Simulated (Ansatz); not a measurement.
Write a Python script for the Python package of Ansatz (0.2.0) that makes a rigid scan of one bond length of GeH4O2Si, SMILES O[SiH]1[O][GeH2]1. Level of theory (for the species named): CAM-B3LYP, def2-SVP basis, multiplicity 1.

```yaml
atoms:
  - { symbol: O, position_ang: [-1.7231, 0.8422, -0.5200] }
  - { symbol: Si, position_ang: [-0.0734, 0.6713, -0.5738] }
  - { symbol: O, position_ang: [0.5183, 0.7011, 1.0010] }
  - { symbol: Ge, position_ang: [0.7738, -1.0622, 0.7178] }
  - { symbol: H, position_ang: [-2.0842, 0.5252, -1.4187] }
  - { symbol: H, position_ang: [0.7515, 1.5375, -1.4512] }
  - { symbol: H, position_ang: [2.2232, -1.4554, 0.6038] }
  - { symbol: H, position_ang: [-0.2940, -1.8169, 1.5852] }
```

The script, `run_scan.py`:
```python
from dataclasses import dataclass

import ansatz as az
from ase import Atoms
import numpy as np


@dataclass(frozen=True)
class Options:
    basis: str = "def2-SVP"
    functional: str = "CAM-B3LYP"


cfg = Options()

atoms = Atoms(["O", "Si", "O", "Ge", "H", "H", "H", "H"], positions=[
    [-1.7231, 0.8422, -0.52],
    [-0.0734, 0.6713, -0.5738],
    [0.5183, 0.7011, 1.001],
    [0.7738, -1.0622, 0.7178],
    [-2.0842, 0.5252, -1.4187],
    [0.7515, 1.5375, -1.4512],
    [2.2232, -1.4554, 0.6038],
    [-0.294, -1.8169, 1.5852],
])
mol = az.Crystal.molecule_from_ase(atoms)

symbols = [site.symbol for site in mol.cartesian_sites]
start = np.array([site.position_ang for site in mol.cartesian_sites])
axis = (start[5] - start[1]) / np.linalg.norm(start[5] - start[1])
moving = [5]
lengths, energies = [1.26, 1.36, 1.48, 1.63, 1.85, 2.23, 2.67, 3.26], []
for length in lengths:
    xyz = start.copy()
    xyz[moving] += (length - np.linalg.norm(start[5] - start[1])) * axis
    point = az.Crystal.molecule()
    for symbol, place in zip(symbols, xyz):
        point = point.atom(symbol, place.tolist())
    base = (
        point.calculation()
        .basis(gaussian=cfg.basis)
        .functional(cfg.functional)
        .accuracy("medium")
        .scf(lower_state_search="light")
    )
    summary = base.run().report
    energies.append(summary["free_energy_ev"])
    print(f"r = {length:6.3f} A  E = {energies[-1]:.5f} eV  <S^2> = {abs(summary['mean_field']['state']['spin_squared']):.3f}")

print("energy above the lowest point (eV):", [round(e - min(energies), 3) for e in energies])
```

`python run_scan.py` gives:
```text
r =  1.260 A  E = -68544.18995 eV  <S^2> = 0.000
r =  1.360 A  E = -68544.66141 eV  <S^2> = 0.000
r =  1.480 A  E = -68544.82490 eV  <S^2> = 0.000
r =  1.630 A  E = -68544.66221 eV  <S^2> = 0.000
r =  1.850 A  E = -68544.07671 eV  <S^2> = 0.000
r =  2.230 A  E = -68542.84242 eV  <S^2> = 0.000
r =  2.670 A  E = -68541.60223 eV  <S^2> = 0.000
r =  3.260 A  E = -68540.42657 eV  <S^2> = 0.000
energy above the lowest point (eV): [0.635, 0.163, 0.0, 0.163, 0.748, 1.982, 3.223, 4.398]
```

Notes:
- The settings weren't tested for convergence.
- The rest of the molecule is held rigid at a force-field or estimated start geometry, and the basis set is modest; single-reference methods fail as a bond breaks.
- The orbitals are restricted, so S² is zero by construction.
- Toward dissociation an unrestricted state can lie under the restricted one, by tenths of an eV for polar bonds under a functional and by 1 to 2 eV or more for others.
- Run time: 33 s on 1 thread of Arm Neoverse V1, on a shared host, peak memory 0.3 GiB.

(Lines on the test bed's own set-up are left out of the output.)
